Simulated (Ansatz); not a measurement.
Predict the output of the script below (Ansatz 0.2.0 through its Python package).

Contents of `c2h7bos.xyz`:
```text
12

C    -1.03580   -0.42280    1.11780
C     0.22440    0.27790    0.69420
B     0.49000    0.06790   -0.87200
O     0.78970   -1.27010   -1.39290
S     0.66850    1.54410   -2.02460
H    -1.93270    0.06790    0.52950
H    -1.23790   -0.19590    2.19070
H    -1.00240   -1.45810    0.92870
H     0.17920    1.38560    0.95470
H     1.06520   -0.15480    1.30610
H    -0.19860   -1.57140   -1.64930
H     2.06720    1.67470   -1.74880
```

Script `bde_c2h7bos.py`:
```python
"""X-H bond energies of C2H7BOS without relaxation."""

from dataclasses import dataclass

import ansatz as az


@dataclass(frozen=True)
class Options:
    basis_set: str = "6-31G*"
    method: str = "MP2"


settings = Options()


def total_energy(molecule, charge=0, unpaired=0):
    calc = (
        molecule.calculation()
        .basis(gaussian=settings.basis_set)
        .correlation(settings.method)
    )
    if charge:
        calc = calc.charge(charge)
    if unpaired:
        calc = calc.spin("collinear", total=unpaired)
    report = calc.run(threads=1, pin="off").report
    if report["published_state_doubts"]:
        print("  doubts:", report["published_state_doubts"])
    return report["free_energy_ev"]

def without(molecule, index):
    rest = az.Crystal.molecule()
    for i, site in enumerate(molecule.cartesian_sites):
        if i != index:
            rest = rest.atom(site.symbol, site.position_ang)
    return rest


def main() -> None:
    mol = az.Crystal.molecule_from_extxyz("c2h7bos.xyz")

    whole = total_energy(mol, 0)
    hydrogen = total_energy(az.Crystal.molecule().atom("H", (0, 0, 0)), 0, 1)
    print(f"E(molecule) = {whole:.5f} eV, E(H) = {hydrogen:.5f} eV")
    for index in [7, 9, 10]:
        radical = total_energy(without(mol, index), 0, 1)
        print(f"H{index}: homolysis {23.060548 * (radical + hydrogen - whole):.1f} kcal/mol")


if __name__ == "__main__":
    main()
```

```console
$ python bde_c2h7bos.py
E(molecule) = -15715.31553 eV, E(H) = -13.55761 eV
H7: homolysis 109.0 kcal/mol
H9: homolysis 100.4 kcal/mol
H10: homolysis 89.4 kcal/mol
```

What to keep in mind:
- Total energies depend on the basis set; only differences at equal settings carry meaning.
- The geometry is a force-field or estimated start, not a minimum of this method, and the basis set is short of its limit. All parts are taken at fixed geometry, without zero-point energy.
- Finished in 7.7 s on 1 thread of Arm Neoverse V2 (shared host), peak memory 0.3 GiB.
